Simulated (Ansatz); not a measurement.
CH4F2Si, SMILES C[SiH](F)F, harmonic frequencies at the relaxed geometry

With Ansatz 0.2.0 through its Python package.

Run as a notebook:

**Cell 1**
```python
import itertools

import ansatz as az
from ase import Atoms
from ase.data import atomic_numbers, covalent_radii
from ase.thermochemistry import IdealGasThermo
import numpy as np
```

**Cell 2**
```python
atoms = Atoms(["C", "Si", "F", "F", "H", "H", "H", "H"], positions=[
    (-0.3467, 0.8227, -0.152),
    (0.3178, -0.7975, 0.1733),
    (1.8859, -0.6669, 0.2147),
    (-0.0108, -1.7751, -1.0219),
    (-0.0276, 1.2642, -1.1307),
    (-0.1317, 1.5965, 0.622),
    (-1.4604, 0.8268, -0.2164),
    (-0.1344, -1.3277, 1.4551),
])
system = az.Crystal.molecule_from_ase(atoms)
```

**Cell 3**
```python
base = (
    system.calculation()
    .basis(gaussian="def2-SVP")  # atom-centred Gaussian functions
    .functional("PBE", dispersion="d4")
    .scf(lower_state_search="light")
)
symbols = [site.symbol for site in system.cartesian_sites]
start = np.array([site.position_ang for site in system.cartesian_sites], dtype=float)
data = base.relax(force_tolerance=0.003).run(threads=1, backend="cpu").report
end = np.array(data["positions_ang"])
```

**Cell 4**
```python
# pairs closer than 1.2 times the sum of covalent radii, before or after
radius = [covalent_radii[atomic_numbers[s]] for s in symbols]
span = lambda where, i, j: np.linalg.norm(where[i] - where[j])
bonded = [(i, j) for i, j in itertools.combinations(range(len(symbols)), 2) if min(span(start, i, j), span(end, i, j)) < 1.2 * (radius[i] + radius[j])]
print("pair        before    after (A)")
for i, j in bonded:
    print(f"{symbols[i]}{i}-{symbols[j]}{j}".ljust(10), f"{span(start, i, j):8.4f} {span(end, i, j):8.4f}")
```
Output:
```text
pair        before    after (A)
C0-Si1       1.7811   1.8577
C0-H4        1.1201   1.1087
C0-H5        1.1154   1.1089
C0-H6        1.1156   1.1089
Si1-F2       1.5741   1.6323
Si1-F3       1.5787   1.6323
Si1-H7       1.4590   1.4951
```

**Cell 5**
```python
# frequencies need a stationary point, so they are taken at the relaxed geometry
minimum = az.Crystal.molecule()
for symbol, place in zip(symbols, end):
    minimum = minimum.atom(symbol, place.tolist())
vibrating = (
    minimum.calculation()
    .basis(gaussian="def2-SVP")  # atom-centred Gaussian functions
    .functional("PBE", dispersion="d4")
    .scf(lower_state_search="light")
    .phonons(temperatures=(200, 600, 100))
)
vib = vibrating.run(threads=1, backend="cpu").report["vibrations"]
sums = vib["harmonic_sums"]
modes = [m["omega_inv_cm"] for m in sums["modes_at_gamma"] if m["rigid_motion"] == "no"]
for number, w in enumerate(modes, start=1):
    print(f"mode {number:2d} {w:9.1f} 1/cm {w / 8065.544 * 1000:8.2f} meV")
print("imaginary modes:", sum(w < 0 for w in modes), " zero-point energy:", round(sums["zero_point_energy_ev"], 4), "eV")
# rigid rotor and ideal gas, symmetry number taken as one
gas = IdealGasThermo(vib_energies=[w / 8065.544 for w in modes if w > 0], geometry="linear" if len(modes) == 3 * len(symbols) - 5 else "nonlinear",
                     atoms=Atoms(symbols, positions=end), symmetrynumber=1, spin=0.0)
print(f"H(298 K) - E = {gas.get_enthalpy(298.15, verbose=False):.4f} eV")
print(f"S(298 K, 1 bar) = {96485.33 * gas.get_entropy(298.15, 1e5, verbose=False):.1f} J/(mol K) with symmetry number 1")
```
Output:
```text
mode  1     133.9 1/cm    16.60 meV
mode  2     208.0 1/cm    25.79 meV
mode  3     262.7 1/cm    32.57 meV
mode  4     319.4 1/cm    39.60 meV
mode  5     647.7 1/cm    80.30 meV
mode  6     718.1 1/cm    89.04 meV
mode  7     746.3 1/cm    92.53 meV
mode  8     818.2 1/cm   101.44 meV
mode  9     822.2 1/cm   101.94 meV
mode 10     904.7 1/cm   112.17 meV
mode 11     955.5 1/cm   118.46 meV
mode 12    1228.7 1/cm   152.33 meV
mode 13    1375.1 1/cm   170.49 meV
mode 14    1377.1 1/cm   170.74 meV
mode 15    2217.0 1/cm   274.87 meV
mode 16    2983.1 1/cm   369.85 meV
mode 17    3085.1 1/cm   382.50 meV
mode 18    3088.1 1/cm   382.88 meV
imaginary modes: 0  zero-point energy: 1.3571 eV
H(298 K) - E = 1.5332 eV
S(298 K, 1 bar) = 309.4 J/(mol K) with symmetry number 1
```

**Cell 6**
```python
# all hydrogen replaced by deuterium
heavier = vibrating.phonons(masses={"H": 2.014102}).run(threads=1, backend="cpu").report["vibrations"]["harmonic_sums"]
print("deuterated (1/cm):", " ".join(f"{m['omega_inv_cm']:.0f}" for m in heavier["modes_at_gamma"] if m["rigid_motion"] == "no"))
print("zero-point energy falls by", round(sums["zero_point_energy_ev"] - heavier["zero_point_energy_ev"], 4), "eV")
```
Output:
```text
deuterated (1/cm): 96 187 239 307 521 542 638 651 660 850 933 992 992 993 1596 2144 2284 2286
zero-point energy falls by 0.3087 eV
```

Caveats:
- The settings weren't tested for convergence.
- The frequencies are harmonic and unscaled, in a modest basis.
- The result belongs to the one conformer reached from this start, and soft torsions count as harmonic oscillators.
- The entropy takes a symmetry number of 1; a symmetric molecule's is lower by R ln(sigma).
- Wall time of the script: 2.2 min on 1 thread of Arm Neoverse V1, on a shared host, peak memory 0.26 GiB.
